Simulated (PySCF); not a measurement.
# EuH6N2 (Eu(NH3)23+): the cost of one run

Program: PySCF 2.14.0. Level of theory: PBE, Eu lcecp-1-SVP with ECP52, N def2-SVP, H def2-SVP; scalar-relativistic core potentials, no spin–orbit coupling. These are calculated values, not measurements.

2 further runs of the same task are left out: 1 for a known fault of the program, 1 set aside as unsound or not needed.

**1. The starting structure**

9 atoms, charge 3, spin multiplicity 1.

Bond lengths: Eu1–N2 2.545 Å, Eu1–N6 2.545 Å, N2–H3 1.020 Å, N2–H4 1.020 Å, N2–H5 1.020 Å, N6–H7 1.020 Å, N6–H8 1.020 Å, N6–H9 1.020 Å. Angles: N2–Eu1–N6 180.0°, Eu1–N2–H3 113.0°, Eu1–N2–H4 113.0°, Eu1–N2–H5 113.0°, H3–N2–H4 105.8°, H3–N2–H5 105.8°, H4–N2–H5 105.8°, Eu1–N6–H7 113.0°, Eu1–N6–H8 113.0°, Eu1–N6–H9 113.0°, H7–N6–H8 105.8°, H7–N6–H9 105.8°, H8–N6–H9 105.8°.

Geometry (Å):

```xyz
9

Eu    0.0000    0.0000    0.0000
N     0.0000    0.0000    2.5450
H     0.8133    0.4696    2.9430
H    -0.8133    0.4696    2.9430
H     0.0000   -0.9392    2.9430
N     0.0000    0.0000   -2.5450
H     0.8133   -0.4696   -2.9430
H    -0.8133   -0.4696   -2.9430
H     0.0000    0.9392   -2.9430
```

Formal oxidation states: Eu +3. Each metal's 6 4f electrons lie in its core potential, so multiplicities, spins and levels count the valence alone.

**2. SCF at the start, singlet**

run.py (the lines that set the calculation) reads:

```python
mol = gto.M(atom='''
Eu     0.00000     0.00000     0.00000
N      0.00000     0.00000     2.54500
H      0.81330     0.46960     2.94300
H     -0.81330     0.46960     2.94300
H      0.00000    -0.93920     2.94300
N      0.00000     0.00000    -2.54500
H      0.81330    -0.46960    -2.94300
H     -0.81330    -0.46960    -2.94300
H      0.00000     0.93920    -2.94300''',
    basis={'Eu': 'lcecp-1-SVP', 'N': 'def2-SVP', 'H': 'def2-SVP'},
    ecp={'Eu': 'lcecp-1-SVP'},
    charge=3, spin=0)
mf = dft.RKS(mol, xc='PBE')
mf.grids.atom_grid = (50, 194)  # f atoms: unpruned, at least (60, 302)
mf = mf.density_fit()  # fitting sets: Eu AutoAux, N def2-universal-JKFIT, H def2-universal-JKFIT
mf.conv_tol = 1e-08; mf.max_cycle = 55
mf.kernel(dm0)  # dm0: free metal ions and neutral atoms
```

Started as:

```
$ OMP_NUM_THREADS=2 python run.py
```

**Question.** How long does this run take on 2 threads of Arm Neoverse V2, shared host, and how much memory does it need?

About 3.1 s, with a peak of 0.58 GiB.
